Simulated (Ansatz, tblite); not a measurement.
# Ga6P6 wurtzite hole sphere (Ga₆P₆H₁₈): a ladder of methods and basis sets

The task here is to estimate one member of a computed series from the others.

Computed with Ansatz 0.2.0, Gaussian basis. Level: as each input shows.

Plan: GFN1-xTB, GFN2-xTB, PBE-D4/def2-TZVP, r2SCAN-D4/def2-TZVP, PBE-D4/def2-SVP, PBE0-D4/def2-SVP.

1 further run of the same task is left out (set aside as unsound or not needed). Runs told in other sessions of the task aren't counted.

## The geometry

The geometry is that of the singlet, from an earlier relaxation (PBE-D4/def2-SVP).

30 atoms, charge 0, spin multiplicity 1.

Bond lengths: P1–Ga2 2.422 Å, P1–Ga7 2.422 Å, P1–H13 1.428 Å, P1–H14 1.432 Å, Ga2–P4 2.350 Å, Ga2–P5 2.422 Å, Ga2–H15 1.574 Å, Ga3–P4 2.424 Å, Ga3–P8 2.424 Å, Ga3–H16 1.590 Å, Ga3–H17 1.577 Å, P4–Ga6 2.424 Å, P4–H18 1.433 Å, P5–Ga10 2.422 Å, P5–H19 1.432 Å, P5–H20 1.427 Å, Ga6–P12 2.424 Å, Ga6–H21 1.590 Å and more. Angles: Ga2–P1–Ga7 121.1°, Ga2–P1–H13 107.2°, Ga2–P1–H14 110.0°, Ga7–P1–H13 107.2°, Ga7–P1–H14 110.1°, H13–P1–H14 98.8°, P1–Ga2–P4 104.4°, P1–Ga2–P5 97.6°, P1–Ga2–H15 111.7°, P4–Ga2–P5 104.4°, P4–Ga2–H15 123.7°, P5–Ga2–H15 111.7°, P4–Ga3–P8 98.3°, P4–Ga3–H16 107.1°, P4–Ga3–H17 108.9°, P8–Ga3–H16 107.1°, P8–Ga3–H17 108.9°, H16–Ga3–H17 123.7° and more.

PBE0-D4/def2-TZVP was run before; its log isn't repeated, and its numbers join the tables.

Set-up of the first run:

Tight binding, by tblite at 300 K electronic temperature and without a spin-polarisation term:

```python
tblite.interface.Calculator('GFN1-xTB', numbers, positions, charge=0, uhf=0).singlepoint()
```

Tight binding, by tblite at 300 K electronic temperature and without a spin-polarisation term:

```python
tblite.interface.Calculator('GFN2-xTB', numbers, positions, charge=0, uhf=0).singlepoint()
```

start.molden holds the orbitals of an earlier run on this state, given as this run's starting guess.

File in.yaml:

```yaml
crystal:
  periodic: [false, false, false]
  atoms:
    - {symbol: P, position_ang: [-0.002979, -2.106424, -1.876970]}
    - {symbol: Ga, position_ang: [-2.110420, -1.218195, -1.079104]}
    - {symbol: Ga, position_ang: [0.002657, -2.443111, 2.017044]}
    - {symbol: P, position_ang: [-1.831456, -1.057008, 1.248429]}
    - {symbol: P, position_ang: [-1.824650, 1.050704, -1.877681]}
    - {symbol: Ga, position_ang: [-2.114915, 1.224921, 2.015489]}
    - {symbol: Ga, position_ang: [2.106885, -1.218443, -1.085420]}
    - {symbol: P, position_ang: [1.834676, -1.057299, 1.242987]}
    - {symbol: P, position_ang: [1.820076, 1.050785, -1.882214]}
    - {symbol: Ga, position_ang: [-0.001365, 2.434359, -1.085157]}
    - {symbol: Ga, position_ang: [2.120452, 1.224121, 2.010738]}
    - {symbol: P, position_ang: [0.002011, 2.117895, 1.243118]}
    - {symbol: H, position_ang: [-0.002841, -3.507064, -1.600898]}
    - {symbol: H, position_ang: [-0.005730, -2.163929, -3.307855]}
    - {symbol: H, position_ang: [-3.337130, -1.926151, -1.765380]}
    - {symbol: H, position_ang: [0.000966, -3.757392, 1.121795]}
    - {symbol: H, position_ang: [0.005058, -2.457394, 3.593863]}
    - {symbol: H, position_ang: [-3.012358, -1.740428, 1.685961]}
    - {symbol: H, position_ang: [-1.873918, 1.076169, -3.308558]}
    - {symbol: H, position_ang: [-3.038065, 1.750879, -1.603709]}
    - {symbol: H, position_ang: [-3.252786, 1.880331, 1.118532]}
    - {symbol: H, position_ang: [-2.128165, 1.235023, 3.592242]}
    - {symbol: H, position_ang: [3.331498, -1.926689, -1.775136]}
    - {symbol: H, position_ang: [3.016976, -1.739946, 1.677923]}
    - {symbol: H, position_ang: [1.866767, 1.078119, -3.313127]}
    - {symbol: H, position_ang: [3.033701, 1.751048, -1.609410]}
    - {symbol: H, position_ang: [-0.002248, 3.848913, -1.775094]}
    - {symbol: H, position_ang: [2.136599, 1.233063, 3.587501]}
    - {symbol: H, position_ang: [3.256583, 1.880068, 1.111929]}
    - {symbol: H, position_ang: [0.004142, 3.483086, 1.678185]}
basis:
  gaussian: {orbitals: def2-TZVP, fitting: {mean_field: def2-universal-jkfit}, initial_orbitals: start.molden}
hamiltonian: {xc: pbe, dispersion: d4}
scf: {omitted_lower_state_checks: [starts]}
output: {forces: true, orbitals: {seedname: orbitals}}
```

Started as:

```bash
$ ansatz run in.yaml --threads 2 --pin off --events-out ev --progress --plain --max-ram 32768MiB --backend cuda --devices 0, --max-vram 18GiB
```

Steps of the session up to this table: PBE-D4/def2-TZVP; r2SCAN-D4/def2-TZVP; PBE-D4/def2-SVP; PBE0-D4/def2-SVP.

One table of the session follows, with a row left open; its other results are not shown here.

It belongs to the step «Binding energy». 

```
              level  binding an atom (eV)
    PBE-D4/def2-SVP                 2.723
   PBE-D4/def2-TZVP                 2.720
r2SCAN-D4/def2-TZVP                 2.737
   PBE0-D4/def2-SVP                     ?
  PBE0-D4/def2-TZVP                 2.716
```

Estimate the missing values for PBE0-D4/def2-SVP.

As computed: binding an atom (eV): 2.719. In the column «binding an atom (eV)» it lies between PBE0-D4/def2-TZVP (2.716) and PBE-D4/def2-TZVP (2.720).

Caveats from the session: Free atoms were run apart at each level; binding is atoms less cluster, divided by the number of atoms, without zero-point or spin-orbit terms.
